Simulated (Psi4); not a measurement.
# C2H6BF (SMILES CB(C)F), step by step

We compute a series of 10 runs (PBE-D4/def2-SVP, PBE0-D4/def2-TZVP, PBE-D4/def2-TZVPP, r2SCAN-D4/def2-TZVPP, B3LYP-D4/def2-TZVPP, PBE0-D4/def2-TZVPP, wB97M-V/def2-TZVPP, CCSD(T)/def2-TZVPP, and more) of C2H6BF. 

The calculation is run with Psi4 1.11.

### 1 Starting point

C2H6BF: 10 atoms, total charge 0, spin state singlet. As SMILES, `CB(C)F`. Geometry: relaxed at GFN2-xTB, rattled. The run starts from this shape.

Bond lengths: C1–B2 1.538 Å, B2–C3 1.659 Å, B2–F4 1.354 Å, C1–H5 1.102 Å, C1–H6 1.007 Å, C1–H7 1.155 Å, C3–H8 1.118 Å, C3–H9 1.109 Å, C3–H10 1.093 Å. Some angles: C1–B2–C3 121.5°, C1–B2–F4 119.1°, C3–B2–F4 119.5°, B2–C1–H5 117.6°, B2–C1–H6 114.5°, B2–C1–H7 114.2°, B2–C3–H8 106.8°, B2–C3–H9 110.1°, B2–C3–H10 110.0°, H5–C1–H6 105.6°.

### 2 A geometry optimisation at PBE-D4/def2-SVP (density fitting) (run 1)

Contents of c2h6bf.dat:

```
memory 4400 mb

molecule {
  0 1
  C     -0.752683     0.994706    -0.531546
  B     -0.116036    -0.400759    -0.420987
  C      0.873451    -0.802929     0.848967
  F     -0.391823    -1.326228    -1.369676
  H     -0.080418     1.851447    -0.699146
  H     -1.330778     1.252891     0.251020
  H     -1.445637     1.127775    -1.445488
  H      1.780673    -0.154704     0.769040
  H      1.229141    -1.847405     0.740094
  H      0.367758    -0.599189     1.795900
  symmetry c1
}

set {
  basis def2-SVP
  scf_type df
  geom_maxiter 60
  max_force_g_convergence 0.0005
}

e_tot, wfn = optimize("pbe-d4", return_wfn=True)
```

The run is started by

```bash
$ psi4 c2h6bf.dat c2h6bf.out -n 2
```

c2h6bf.out:

```text
[...]
  Running in c1 symmetry.
[...]
  Nuclear repulsion =  109.444077030894178
[...]
  Multiplicity = 1
[...]
  Nalpha       = 16
  Nbeta        = 16
[...]
    Number of basis functions: 86
[...]
   @DF-RKS iter   1:  -203.62837583486049   -1.57266e-01   1.18134e-02 DIIS/ADIIS
[...]
   @DF-RKS iter   7:  -204.18596813933917   -3.24007e-12   8.29367e-09 DIIS
[...]
  @DF-RKS Final Energy:  -204.18596813933917
   => Energetics <=
    Nuclear Repulsion Energy =            110.1003222647702842
    One-Electron Energy =                -496.8598644110697364
    Two-Electron Energy =                 209.8893856368183037
    DFT Exchange-Correlation Energy =     -27.3109243850442169
    Empirical Dispersion Energy =          -0.0048872448137979
    VV10 Nonlocal Energy =                  0.0000000000000000
    Total Energy =                       -204.1859681393391668
[...]
 Multipole Moments:
 ------------------------------------------------------------------------------------
     Multipole            Electronic (a.u.)      Nuclear  (a.u.)        Total (a.u.)
 ------------------------------------------------------------------------------------
 L = 1.  Multiply by 2.5417464519 to convert [e a0] to [Debye]
 Dipole X            :         -1.0940261            1.2019339            0.1079078
 Dipole Y            :         -4.2966365            4.6739632            0.3773267
 Dipole Z            :         -4.3846398            4.7585225            0.3738827
 Magnitude           :                                                    0.5420404
[...]
  -Total Gradient:
     Atom            X                  Y                   Z
    ------   -----------------  -----------------  -----------------
       1        0.000119331304     0.000014770047    -0.000182393365
       2        0.000046383914    -0.000082240356     0.000111279351
       3        0.000216874746     0.000023404850    -0.000326412203
       4       -0.000057864868     0.000008150379     0.000015620241
       5       -0.000028533874     0.000006481553     0.000013809998
       6       -0.000035440267     0.000027713798     0.000122860227
       7       -0.000009018201    -0.000035635482     0.000047586782
       8       -0.000077932944     0.000058370404     0.000108605987
       9       -0.000080921833    -0.000004076127     0.000062194187
      10       -0.000097987497    -0.000024557266     0.000027646488
[...]
```

The script printed:

```text
Optimizer: Optimization complete!
```

Wall time 20 s (2 threads of Intel Xeon 6975P-C (Granite Rapids), shared host); peak memory 0.77 GiB.

The path in brief:

```tsv
step	energy from the first frame kept (eV)	largest force (eV/Å)
0	0.0000	5.0578
1	-0.3972	1.1761
2	-0.4338	0.2113
3	-0.4315	0.4079
4	-0.4372	0.0454
5	-0.4375	0.0202
```

After the run. Bond lengths: C1–B2 1.575 Å, B2–C3 1.575 Å, B2–F4 1.348 Å, C1–H5 1.112 Å, C1–H6 1.111 Å, C1–H7 1.107 Å, C3–H8 1.113 Å, C3–H9 1.107 Å, C3–H10 1.111 Å. Some angles: C1–B2–C3 124.0°, C1–B2–F4 118.0°, C3–B2–F4 118.0°, B2–C1–H5 109.9°, B2–C1–H6 110.7°, B2–C1–H7 113.6°, B2–C3–H8 109.3°, B2–C3–H9 113.5°, B2–C3–H10 111.2°, H5–C1–H6 105.2°.

### 3 A structure relaxation at PBE0-D4/def2-TZVP (density fitting) (run 2)

Contents of input.in:

```
memory 4400 MB

molecule {
  C     -0.804280     1.000942    -0.549039
  B     -0.112625    -0.406111    -0.394928
  C      0.838930    -0.793502     0.798966
  F     -0.332278    -1.328040    -1.353663
  H     -0.030359     1.796418    -0.620799
  H     -1.394853     1.249225     0.359130
  H     -1.464307     1.074940    -1.434958
  H      1.763356    -0.176323     0.748075
  H      1.136813    -1.860002     0.799122
  H      0.375746    -0.547310     1.777961
  symmetry c1
}

set globals {
  scf_type                df
  geom_maxiter            50
  max_force_g_convergence 0.0002
}

e = optimize("pbe0-d4/def2-TZVP")
print_variables()
```

The run is started by

```bash
$ psi4 -n 2 input.in input.out
```

input.out:

```text
[...]
  Running in c1 symmetry.
[...]
  Nuclear repulsion =  110.100314674453941
[...]
  Multiplicity = 1
[...]
  Nalpha       = 16
  Nbeta        = 16
[...]
    Number of basis functions: 160
[...]
   @DF-RKS iter   1:  -204.00844204172992   -4.53269e-01   6.01372e-03 ADIIS/DIIS
[...]
   @DF-RKS iter   8:  -204.44689863190732   -1.10276e-11   5.41952e-09 DIIS
[...]
  @DF-RKS Final Energy:  -204.44689863190732
   => Energetics <=
    Nuclear Repulsion Energy =            111.1713090975135572
    One-Electron Energy =                -499.3498098573622315
    Two-Electron Energy =                 204.5604356231073666
    DFT Exchange-Correlation Energy =     -20.8247606388442463
    Empirical Dispersion Energy =          -0.0040728563217243
    VV10 Nonlocal Energy =                  0.0000000000000000
    Total Energy =                       -204.4468986319073167
[...]
 Multipole Moments:
 ------------------------------------------------------------------------------------
     Multipole            Electronic (a.u.)      Nuclear  (a.u.)        Total (a.u.)
 ------------------------------------------------------------------------------------
 L = 1.  Multiply by 2.5417464519 to convert [e a0] to [Debye]
 Dipole X            :         -0.7931138            0.8711268            0.0780130
 Dipole Y            :         -4.0230005            4.3888748            0.3658743
 Dipole Z            :         -4.3738619            4.7740871            0.4002251
 Magnitude           :                                                    0.5478414
[...]
  -Total Gradient:
     Atom            X                  Y                   Z
    ------   -----------------  -----------------  -----------------
       1       -0.000221972584    -0.000217517163    -0.000000126176
       2        0.000192511912     0.000343790446     0.000092391389
       3        0.000080325531    -0.000158210726    -0.000258592415
       4       -0.000003164066    -0.000067128611    -0.000017593009
       5        0.000097874997     0.000021082161    -0.000063911548
       6       -0.000042848079     0.000066397303     0.000022606112
       7       -0.000036899226     0.000096622014    -0.000002872300
       8        0.000076626787    -0.000002504262    -0.000021092686
       9       -0.000020833635     0.000002524827     0.000199821492
      10       -0.000117537867    -0.000067201281     0.000065124454
[...]
```

Standard output:

```text
Optimizer: Optimization complete!
```

Run time: 82 s. Hardware: 2 threads of Intel Xeon 6975P-C (Granite Rapids), shared host; peak memory 1.3 GiB.

Step by step:

```tsv
step	energy from the first frame kept (eV)	largest force (eV/Å)
0	0.0000	0.5363
1	-0.0326	0.1105
2	-0.0328	0.0361
3	-0.0328	0.0899
4	-0.0331	0.0659
5	-0.0339	0.1444
6	2.0746	8.6618
7	1.1729	6.8335
8	0.0926	2.8249
9	-0.0340	0.2496
10	-0.0370	0.4524
11	-0.0409	0.1052
12	-0.0413	0.0935
13	-0.0412	0.0641
14	-0.0417	0.0208
```

After the run. Bond lengths: C1–B2 1.562 Å, B2–C3 1.563 Å, B2–F4 1.338 Å, C1–H5 1.094 Å, C1–H6 1.098 Å, C1–H7 1.091 Å, C3–H8 1.098 Å, C3–H9 1.093 Å, C3–H10 1.091 Å. Some angles: C1–B2–C3 125.0°, C1–B2–F4 117.9°, C3–B2–F4 117.1°, B2–C1–H5 111.6°, B2–C1–H6 108.5°, B2–C1–H7 113.6°, B2–C3–H8 108.1°, B2–C3–H9 112.3°, B2–C3–H10 113.4°, H5–C1–H6 105.6°.

Runs 3 to 4 aren't shown in full; the table further down has their settings and results.

### 4 The energy at r2SCAN-D4/def2-TZVPP (density fitting) (run 5)

Contents of job.in:

```
memory 4400 mb

molecule {
  0 1
  C
  B 1 1.562475
  C 2 1.563483 1 125.00957
  F 2 1.337595 1 117.93695 3 -179.73795
  H 1 1.093787 2 111.62609 4 -138.07386
  H 1 1.0976 5 105.573 2 117.74941
  H 1 1.091064 5 109.37991 6 115.71664
  H 3 1.098121 2 108.08299 4 82.3773
  H 3 1.092642 8 106.37883 2 120.81972
  H 3 1.091415 9 109.42124 8 -115.0949
  symmetry c1
}

set {
  basis                def2-TZVPP
  scf_type             df
  dft_radial_points    99
  dft_spherical_points 590
}

energy('r2scan-d4')
```

The run is started by

```bash
$ psi4 job.in job.out -n 2
```

job.out:

```text
[...]
  Running in c1 symmetry.
[...]
  Nuclear repulsion =  111.171318949444952
[...]
  Multiplicity = 1
[...]
  Nalpha       = 16
  Nbeta        = 16
[...]
    Number of basis functions: 208
[...]
   @DF-RKS iter   1:  -203.99214074734181   -2.56589e-01   5.30217e-03 ADIIS/DIIS
[...]
   @DF-RKS iter   8:  -204.56884503305082   -1.39508e-07   9.05155e-07 DIIS
[...]
    Orbital Energies [Eh]
    ---------------------
    Doubly Occupied:
       1A    -24.476524     2A    -10.009373     3A    -10.009139
       4A     -6.664304     5A     -1.154750     6A     -0.683568
       7A     -0.656230     8A     -0.490582     9A     -0.416250
      10A     -0.415127    11A     -0.398409    12A     -0.367880
      13A     -0.362300    14A     -0.349842    15A     -0.347361
      16A     -0.275231
[...]
  @DF-RKS Final Energy:  -204.56884503305082
   => Energetics <=
    Nuclear Repulsion Energy =            111.1713189494449523
    One-Electron Energy =                -499.3584948766714433
    Two-Electron Energy =                 211.2014997749616896
    DFT Exchange-Correlation Energy =     -27.5819456409107637
    Empirical Dispersion Energy =          -0.0012232398752799
    VV10 Nonlocal Energy =                  0.0000000000000000
    Total Energy =                       -204.5688450330508203
[...]
 Multipole Moments:
 ------------------------------------------------------------------------------------
     Multipole            Electronic (a.u.)      Nuclear  (a.u.)        Total (a.u.)
 ------------------------------------------------------------------------------------
 L = 1.  Multiply by 2.5417464519 to convert [e a0] to [Debye]
 Dipole X            :          0.0062261           -0.0102639           -0.0040378
 Dipole Y            :          5.3391256           -5.8142718           -0.4751462
 Dipole Z            :          2.7607591           -3.0011886           -0.2404295
 Magnitude           :                                                    0.5325285
[...]
```

Wall time 33 s (2 threads of Intel Xeon 6975P-C (Granite Rapids), shared host); peak memory 2.5 GiB.

Runs 6 to 9 aren't shown in full; the table further down has their settings and results.

### 5 A single-point energy at MP2/def2-QZVPP (density fitting, density fitting for correlation) (run 10)

Contents of job.inp:

```
memory 4400 MB

molecule m {
  C
  B 1 1.562475
  C 2 1.563483 1 125.00957
  F 2 1.337595 1 117.93695 3 -179.73795
  H 1 1.093787 2 111.62609 4 -138.07386
  H 1 1.0976 5 105.573 2 117.74941
  H 1 1.091064 5 109.37991 6 115.71664
  H 3 1.098121 2 108.08299 4 82.3773
  H 3 1.092642 8 106.37883 2 120.81972
  H 3 1.091415 9 109.42124 8 -115.0949
  symmetry c1
}

set globals {
  scf_type df
  num_frozen_docc 4
}

energy("mp2/def2-QZVPP")
```

The run is started by

```bash
$ psi4 -i job.inp -o job.out -n 2
```

job.out:

```text
[...]
  Running in c1 symmetry.
[...]
  Nuclear repulsion =  111.171318949444952
[...]
  Multiplicity = 1
[...]
  Nalpha       = 16
  Nbeta        = 16
[...]
    Number of basis functions: 408
[...]
   @DF-RHF iter   1:  -203.34703056064905   -8.81957e-01   1.43062e-03 ADIIS/DIIS
[...]
   @DF-RHF iter  10:  -203.52722447337604   -1.24743e-10   6.47902e-09 DIIS
[...]
    Orbital Energies [Eh]
    ---------------------
    Doubly Occupied:
       1A    -26.279296     2A    -11.197976     3A    -11.197750
       4A     -7.638853     5A     -1.593344     6A     -0.973142
       7A     -0.937182     8A     -0.753797     9A     -0.677221
      10A     -0.659011    11A     -0.592287    12A     -0.557006
      13A     -0.541580    14A     -0.537392    15A     -0.533922
      16A     -0.454705
[...]
  @DF-RHF Final Energy:  -203.52722447337604
   => Energetics <=
    Nuclear Repulsion Energy =            111.1713189494449523
    One-Electron Energy =                -499.1481548106982586
    Two-Electron Energy =                 184.4496113878772974
    Total Energy =                       -203.5272244733760374
[...]
 Multipole Moments:
 ------------------------------------------------------------------------------------
     Multipole            Electronic (a.u.)      Nuclear  (a.u.)        Total (a.u.)
 ------------------------------------------------------------------------------------
 L = 1.  Multiply by 2.5417464519 to convert [e a0] to [Debye]
 Dipole X            :          0.0086805           -0.0102639           -0.0015834
 Dipole Y            :          5.2813026           -5.8142718           -0.5329692
 Dipole Z            :          2.7264364           -3.0011886           -0.2747522
 Magnitude           :                                                    0.5996227
[...]
```

Wall time 6.9 s (2 threads of Intel Xeon 6975P-C (Granite Rapids), shared host); peak memory 1.4 GiB.

### 6 The series

```tsv
run	level	geom maxiter	max force g convergence	task	energy (Eh)	dipole moment (D)	HOMO energy (eV)	LUMO energy (eV)	wall time
1	PBE-D4/def2-SVP (density fitting)	60	0.0005	optimise	-204.185968	1.38	-7.06	-0.91	20 s
2	PBE0-D4/def2-TZVP (density fitting)	50	0.0002	optimise	-204.446899	1.39	-8.69	0.12	82 s
3	PBE0-D4/def2-TZVP (density fitting)	–	–	frequencies	-204.446899	1.39	–	–	5.5 min
4	PBE-D4/def2-TZVPP (density fitting)	–	–	energy	-204.424916	1.30	-7.17	-0.95	15 s
5	r2SCAN-D4/def2-TZVPP (density fitting)	–	–	energy	-204.568845	1.35	-7.49	-0.50	33 s
6	B3LYP-D4/def2-TZVPP (density fitting)	–	–	energy	-204.699702	1.37	-8.49	-0.15	16 s
7	PBE0-D4/def2-TZVPP (density fitting)	–	–	properties	-204.448891	1.39	-8.70	0.11	14 s
8	wB97M-V/def2-TZVPP (density fitting)	–	–	energy	-204.588617	1.35	-11.11	1.93	35 s
9	CCSD(T)/def2-TZVPP (density fitting, density fitting for correlation)	–	–	energy	-204.281553	–	-12.37	2.94	3.8 min
10	MP2/def2-QZVPP (density fitting, density fitting for correlation)	–	–	energy	-204.282889	–	-12.37	2.53	6.9 s
```

### 7 Results

```
                                                           quantity          value
                               run 10, MP2/def2-QZVPP: total energy  -204.28289 Eh
        run 10, MP2/def2-QZVPP: HOMO energy (Hartree–Fock orbitals)      -12.37 eV
        run 10, MP2/def2-QZVPP: LUMO energy (Hartree–Fock orbitals)        2.53 eV
      run 10, MP2/def2-QZVPP: HOMO–LUMO gap (Hartree–Fock orbitals)       14.90 eV
run 10, MP2/def2-QZVPP: correlation energy (4 core orbitals frozen)     -755.7 mEh
```

What this shows: Over runs 3, 4, 5, 6, 7, 8 the dipole moment (its size) runs from 1.30 D (PBE-D4/def2-TZVPP) to 1.39 D (PBE0-D4/def2-TZVP). The two ends differ in method and basis. Over runs 4, 5, 6, 7, 8 the HOMO–LUMO gap runs from 6.23 eV (PBE-D4/def2-TZVPP) to 13.04 eV (wB97M-V/def2-TZVPP). Totals of different functionals can't be ranked against each other. All runs together took 13 min, the longest 5.5 min.
